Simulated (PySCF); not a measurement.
**PtO(OH)₂: relaxation and vibrations of the singlet**

Aim: relax PtO(OH)₂ as a singlet from a B3LYP minimum start, check by its vibrations whether the end is a minimum, and collect its spectrum and constants.

Method: B3LYP, basis Pt def2-SVP with ECP60, O def2-SVP, H def2-SVP, scalar-relativistic core potentials, no spin–orbit coupling, density fitting; program: PySCF 2.14.0.

## Step 1: The starting structure

6 atoms, charge 0, spin multiplicity 1.

Bond lengths: Pt1–O2 1.745 Å, Pt1–O3 1.882 Å, Pt1–O4 1.882 Å, O3–H5 0.974 Å, O4–H6 0.974 Å. Angles: O2–Pt1–O3 116.5°, O2–Pt1–O4 116.5°, O3–Pt1–O4 127.0°, Pt1–O3–H5 109.9°, Pt1–O4–H6 109.9°.

Z-matrix (Å, degrees; charge 0 multiplicity 1):
```
Pt
O  1 1.7453
O  1 1.8823 2 116.51
O  1 1.8823 2 116.51 3 179.57
H  3 0.9745 1 109.95 2 -85.80
H  4 0.9745 1 109.95 2 85.80
```

## Step 2: Finding the electronic state

The steps below are one call of a driver around PySCF. For each, scf.py gives the equivalent set-up of the SCF; relaxations use the driver's own optimiser. After this first run the driver tries any further starts and a stability analysis.

The input, scf.py:

```python
from pyscf import gto, scf, dft
mol = gto.M(atom='''
Pt    -0.006620    -0.003410     0.000000
O     -0.000000    -1.748740    -0.000000
O     -0.016100     0.836630    -1.684390
O     -0.016100     0.836630     1.684390
H      0.895890     0.928440    -2.015200
H      0.895890     0.928440     2.015200''',
    basis={'Pt': 'def2-SVP', 'O': 'def2-SVP', 'H': 'def2-SVP'},
    ecp={'Pt': 'def2-SVP'},
    charge=0, spin=0)
mf = dft.RKS(mol, xc='B3LYP')
mf.grids.atom_grid = (50, 194)
aux = {'Pt': 'def2-universal-JKFIT', 'O': 'def2-universal-JKFIT', 'H': 'def2-universal-JKFIT'}
mf = mf.density_fit(auxbasis=aux)
mf.conv_tol = 1e-08
mf.diis_space = 10
mf.max_cycle = 60
mf.init_guess = 'minao'
mf.verbose = 4
mf.kernel()
```

On the command line:

```console
> OMP_NUM_THREADS=2 python axn.py task.json out
```

The program printed:

```text
init E= -334.56298324353
  HOMO = -0.706317384982903  LUMO = -0.642803381408307  gap/eV = 1.72830
cycle= 1 E= -345.638439717595  delta_E= -11.1  |g|= 1.14  |ddm|= 7.99
  HOMO = -0.00279911928008403  LUMO = 0.0321481654742712  gap/eV = 0.95096
cycle= 2 E= -344.792943265076  delta_E= 0.845  |g|= 2.27  |ddm|= 3.81
  HOMO = -0.2325265709934  LUMO = -0.132613915726894  gap/eV = 2.71876
cycle= 3 E= -345.913836121793  delta_E= -1.12  |g|=  0.6  |ddm|= 2.86
  HOMO = -0.261872392661157  LUMO = -0.147186560061467  gap/eV = 3.12076
cycle= 4 E= -345.952553699621  delta_E= -0.0387  |g|= 0.394  |ddm|= 0.653
  HOMO = -0.238450345464567  LUMO = -0.138674347563749  gap/eV = 2.71504
cycle= 5 E= -345.963238922646  delta_E= -0.0107  |g|= 0.317  |ddm|= 0.451
  HOMO = -0.252054941345719  LUMO = -0.142442709375155  gap/eV = 2.98270
cycle= 6 E= -345.984144572311  delta_E= -0.0209  |g|= 0.0135  |ddm|= 0.231
  HOMO = -0.252497956165989  LUMO = -0.142538855533921  gap/eV = 2.99214
cycle= 7 E= -345.984171143462  delta_E= -2.66e-05  |g|= 0.00723  |ddm|= 0.0159
  HOMO = -0.25309111245139  LUMO = -0.142912497958442  gap/eV = 2.99811
cycle= 8 E= -345.984181087276  delta_E= -9.94e-06  |g|= 0.00136  |ddm|= 0.00579
  HOMO = -0.253198079511755  LUMO = -0.142942421665165  gap/eV = 3.00021
cycle= 9 E= -345.98418153868  delta_E= -4.51e-07  |g|= 0.000205  |ddm|= 0.00145
  HOMO = -0.253211263652179  LUMO = -0.142947164945467  gap/eV = 3.00044
cycle= 10 E= -345.984181555607  delta_E= -1.69e-08  |g|= 6.25e-05  |ddm|= 0.000479
  HOMO = -0.253215037564722  LUMO = -0.142948688166811  gap/eV = 3.00050
cycle= 11 E= -345.984181557205  delta_E= -1.6e-09  |g|= 1.34e-05  |ddm|= 0.000151
  HOMO = -0.253212763946586  LUMO = -0.14294624478096  gap/eV = 3.00050
Extra cycle  E= -345.984181557277  delta_E= -7.14e-11  |g|= 1.89e-05  |ddm|= 5.45e-05
converged SCF energy = -345.984181557277
```

This step, with its further starts and checks, ran for 5.4 s (2 threads of Arm Neoverse V1, shared host).

No lower closed-shell solution turned up in the test of internal stability.

## Step 3: Relaxation: B3LYP minimum start, singlet

The program finds Cs symmetry in the start, which this walk keeps. The walk stops when the largest gradient is under 0.0003 Eh/bohr and the energy has settled too.

scf.py, as its differences from that of step 2:

```diff
@@ -3,6 +3,6 @@
-Pt    -0.006620    -0.003410     0.000000
-O     -0.000000    -1.748740    -0.000000
-O     -0.016100     0.836630    -1.684390
-O     -0.016100     0.836630     1.684390
-H      0.895890     0.928440    -2.015200
-H      0.895890     0.928440     2.015200''',
+Pt    -0.006620    -0.003407     0.000000
+O     -0.000000    -1.748737     0.000000
+O     -0.016100     0.836633    -1.684390
+O     -0.016100     0.836633     1.684390
+H      0.895890     0.928443    -2.015200
+H      0.895890     0.928443     2.015200''',
@@ -19 +18,0 @@
-mf.init_guess = 'minao'
```

Steps of the walk:

| step | energy (Eh) | change (kJ/mol) | largest symmetric gradient (Eh/bohr) |
| --- | --- | --- | --- |
| 0 | -345.984182 | 0.00 | 0.00035 |
| 1 | -345.984181 | 0.00 | 0.00042 |
| 2 | -345.984180 | 0.00 | 0.00051 |
| 3 | -345.984182 | 0.00 | 0.00014 |

The walk took 15 s.

Geometry (Å) and forces (eV/Å) at some steps:

```
step 0
Pt  -0.007  -0.003   0.000   0.004  -0.003   0.000
O    0.000  -1.749   0.000   0.001  -0.018   0.000
O   -0.016   0.837  -1.684  -0.005   0.010   0.004
O   -0.016   0.837   1.684  -0.005   0.010  -0.004
H    0.896   0.928  -2.015   0.002   0.001  -0.001
H    0.896   0.928   2.015   0.002   0.001   0.001
step 1
Pt  -0.004  -0.004   0.000  -0.021  -0.019   0.000
O   -0.001  -1.750   0.000   0.007   0.008   0.000
O   -0.016   0.838  -1.683   0.008   0.002   0.004
O   -0.016   0.838   1.683   0.008   0.002  -0.004
H    0.895   0.928  -2.017  -0.001   0.004   0.000
H    0.895   0.928   2.017  -0.001   0.004   0.000
step 2
Pt  -0.007  -0.005   0.000   0.014  -0.026   0.000
O    0.001  -1.751   0.000  -0.006   0.026   0.000
O   -0.016   0.840  -1.682  -0.001  -0.006  -0.001
O   -0.016   0.840   1.682  -0.001  -0.006   0.001
H    0.896   0.928  -2.015  -0.003   0.006   0.004
H    0.896   0.928   2.015  -0.003   0.006  -0.004
step 3
Pt  -0.007  -0.006   0.000   0.006  -0.008   0.000
O   -0.001  -1.752   0.000   0.002   0.003   0.000
O   -0.016   0.838  -1.682  -0.002   0.003   0.002
O   -0.016   0.838   1.682  -0.002   0.003  -0.002
H    0.896   0.931  -2.013  -0.002  -0.001   0.001
H    0.896   0.931   2.013  -0.002  -0.001  -0.001
```

After 3 steps and 0.0 kJ/mol it ends at Cs: O–H 0.975 Å (×2), Pt–O 1.746 Å, Pt–O 1.882 Å (×2); H–O–Pt 110.0° (×2), O–Pt–O 116.7° (×2), O–Pt–O 126.7°.

## Step 4: Is it a minimum? Harmonic modes

On the finer grid the gradient is checked again; gradients at displacements of ±0.02 bohr then give force constants and infrared intensities.

scf.py, as its differences from that of step 3:

```diff
@@ -3,6 +3,6 @@
-Pt    -0.006620    -0.003407     0.000000
-O     -0.000000    -1.748737     0.000000
-O     -0.016100     0.836633    -1.684390
-O     -0.016100     0.836633     1.684390
-H      0.895890     0.928443    -2.015200
-H      0.895890     0.928443     2.015200''',
+Pt    -0.006780    -0.000622     0.000000
+O      0.000835    -1.745889     0.000000
+O     -0.015937     0.839269    -1.684654
+O     -0.015937     0.839269     1.684654
+H      0.896380     0.930462    -2.014849
+H      0.896380     0.930462     2.014849''',
@@ -13 +13 @@
-mf.grids.atom_grid = (50, 194)
+mf.grids.atom_grid = (75, 302)
@@ -16 +16 @@
-mf.conv_tol = 1e-08
+mf.conv_tol = 1e-10
```

This SCF starts from the last density.

SCF at the final geometry:

```text
init E= -345.984182922656
  HOMO = -0.253246084558828  LUMO = -0.143001484755532  gap/eV = 2.99991
cycle= 1 E= -345.98418292265  delta_E= 5.23e-12  |g|= 6.69e-06  |ddm|= 8.19e-06
  HOMO = -0.253244042376849  LUMO = -0.143000395204073  gap/eV = 2.99988
Extra cycle  E= -345.984182922506  delta_E= 1.45e-10  |g|= 2.68e-05  |ddm|= 2.47e-05
converged SCF energy = -345.984182922506
```

The whole step took 2.4 min.

Geometry: Cs; O–H 0.975 Å (×2), Pt–O 1.745 Å, Pt–O 1.882 Å (×2); H–O–Pt 109.9° (×2), O–Pt–O 116.5° (×2), O–Pt–O 127.0°.

Harmonic modes (main isotopes):

```csv
symmetry,ω (cm⁻¹),IR (km/mol),μ (u)
a',171,0.3,7.25
a',213,0.2,8.73
a'',223,1.8,11.43
a'',579,31.6,1.10
a',621,148,1.12
a',678,26.1,9.21
a'',689,76.6,10.71
a',893,56.2,15.88
a'',974,140,1.09
a',986,44.1,1.12
a'',3720,104,1.07
a',3723,101,1.07
```

No imaginary mode, so this is a minimum.

Constants and moments:

```
Dipole moment                                                   : 3.63 D
Highest occupied level                                          : -6.89 eV
Lowest empty level                                              : -3.89 eV
Rotational constants                                            : 0.2258, 0.1676, 0.098 cm⁻¹
Zero-point energy                                               : 80.6 kJ/mol
Principal polarisabilities                                      : 30.9, 46.5, 48.6 bohr³
Atomisation energy without zero-point energy                    : 1768 kJ/mol
Principal traceless quadrupole moments about the centre of mass : -8.49, 3.78, 4.71 D Å
Entropy at 298.15 K and 1 bar                                   : 319.1 J/(mol K)
Heat capacity Cp at 298.15 K                                    : 77.6 J/(mol K)
Enthalpy at 298.15 K above 0 K                                  : 16.13 kJ/mol
Rotational symmetry number                                      : 1
```

Populations by atom (charges in e):

| atom | Mulliken | Löwdin | polar tensor | Mayer order to Pt1 |
| --- | --- | --- | --- | --- |
| Pt1 | 0.61 | 0.16 | 0.97 | – |
| O2 | -0.33 | -0.15 | -0.42 | 1.70 |
| O3,4 | -0.36 | -0.11 | -0.55 | 1.04 |
| H5,6 | 0.22 | 0.11 | 0.28 | 0.01 |

Outer orbital energies (eV). occupied: -12.00, -11.11, -10.37, -9.97, -9.37, -8.62, -8.43, -6.89; empty: -3.89, -3.38, -0.69, 0.67.

Mulliken populations on Pt1 (outside its core potential): s 2.77, p 6.37, d 8.20, f 0.06.

## Step 5: Stability of the closed shell

At the lowest minimum the closed shell is tested against spin polarisation, on the (50, 194) grid. It is stable.

## Step 6: Results

```
                                 quantity                                                                                                                          value
                                  minimum                                                                                                                    singlet, Cs
                                 geometry                       O–H 0.975 Å (×2), Pt–O 1.745 Å, Pt–O 1.882 Å (×2); H–O–Pt 109.9° (×2), O–Pt–O 116.5° (×2), O–Pt–O 127.0°
                       wavenumbers (cm⁻¹)  171 (a'), 213 (a'), 223 (a''), 579 (a''), 621 (a'), 678 (a'), 689 (a''), 893 (a'), 974 (a''), 986 (a'), 3720 (a''), 3723 (a')
                            dipole moment                                                                                                                         3.63 D
     highest occupied, lowest empty level                                                                                                                -6.89, -3.89 eV
               polar-tensor charge of Pt1                                                                                                                        +0.97 e
                        zero-point energy                                                                                                                    80.6 kJ/mol
                      entropy at 298.15 K                                                                                                                319.1 J/(mol K)
atomisation energy (no zero-point energy)                                                                                                                    1768 kJ/mol
```

The B3LYP minimum start keeps its Cs symmetry and ends in a minimum. In the infrared the band at 621 cm⁻¹ (a') leads. Only this shape and spin were tried, so other structures or states may lie lower. Spin–orbit coupling, left out here, can matter for elements this heavy.

The search up to here ran for 2.8 min (2 threads of Arm Neoverse V1, shared host).
